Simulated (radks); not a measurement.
# The first electron to leave Br

One table from this session's results is given with a row withheld; the runs are named, their logs left out.

Program: radks (a radial shooting solver on a logarithmic mesh, Libxc functionals) version 1. Level of theory: scalar-relativistic Kohn-Sham, PBEsol, spin-polarised, spherical densities, finite nucleus; open shells are filled with parallel spins first. These are calculated values, not measurements, unless marked.

1 further run of the same task is left out (set aside as unsound or not needed).

**What is computed**

| Quantity | Value |
| --- | --- |
| element | bromine (Z = 35) |
| charge | 0 |
| electrons | 35 |
| configuration | [Ar] 3d10 4s2 4p5 |
| nuclear rms radius | 4.1629 fm |

The outer shells:

Br
```
[Ar] core
3d [↑↓][↑↓][↑↓][↑↓][↑↓]
4s [↑↓]
4p [↑↓][↑↓][↑ ]
```

The first run:

The run's settings:

```text
Z 35
configuration [Ar] 3d10 4s2 4p5
relativity scalar-relativistic
functional pbe_sol,pbe_sol
spin polarised
nucleus finite rms 4.1629 fm
c 137.035999084
```

Steps of the session up to this table: The parent, Br.

One of the session's tables, all rows but one given; the rest of the session is left out.

It belongs to the step «The parent, Br». Sizes of the orbitals, from the radial functions (bohr):

| level | <r> | outermost maximum (interpolated) | 90 % within | nodes |
| --- | --- | --- | --- | --- |
| 3p up | 0.5645 | 0.481 | 0.862 | 1 |
| 3p down | 0.5644 | 0.481 | 0.862 | 1 |
| 3d up | 0.5910 | 0.431 | 0.975 | 0 |
| 3d down | ? | ? | ? | ? |
| 4s up | 1.674 | 1.42 | 2.50 | 3 |
| 4s down | 1.675 | 1.42 | 2.50 | 3 |
| 4p up | 2.092 | 1.67 | 3.23 | 2 |
| 4p down | 2.115 | 1.67 | 3.29 | 2 |

Q: Estimate the row for 3d down from the others.

As computed: <r>: 0.5902; outermost maximum (interpolated): 0.431; 90 % within: 0.973; nodes: 0. In the column «<r>» it lies between 3p up (0.5645) and 3d up (0.5910).

To keep in mind: Open shells are spherical and high-spin; term and fine-structure splittings are not resolved.
